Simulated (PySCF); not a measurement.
# C3H5Cl2NSi: the cost of one run

Programs: PySCF 2.14.0, with routines of our own; each step states its level. All values are computed. Atoms count from 0.

1 further run of the same task is left out (for a known fault of the program).

## 1. The system as given

12 atoms, charge 0, multiplicity 1; geometry from: GFN2-xTB.

## 2. Magnetic properties: GIAO PBE0/pcSseg-1

The job: settings as JSON, then the geometry in Å.

```
{"job": {"kind": "mag", "xc": "PBE0", "basis": "pcSseg-1", "isotopologues": 2}, "charge": 0, "multiplicity": 1}
C     -0.044587     1.750904    -0.006459
C     -0.169554     0.421502     0.030519
C     -1.521350    -0.154381     0.063087
N     -1.868201    -1.362010     0.073084
Si     1.335023    -0.738452     0.042903
Cl     3.013644     0.374104     0.174120
Cl     1.382560    -1.811622    -1.669390
H     -0.907322     2.400048    -0.012509
H      0.916045     2.237547    -0.033247
H     -2.333351     0.569889     0.080973
H     -1.108714    -2.040548     0.047653
H      1.307006    -1.647666     1.183240
```

Method: GIAO PBE0/pcSseg-1 magnetisability, rotational g tensor and spin-rotation constants, non-relativistic, gas phase.

Launch:

```sh
$ OMP_NUM_THREADS=1 python excited_run.py task.json out
```

One launch serves the whole session: the jobs run in the order shown.

Q: Estimate the wall time and peak memory of this first job on 1 thread of Arm Neoverse N1, shared host.

About 40 s, with a peak of 0.85 GiB.
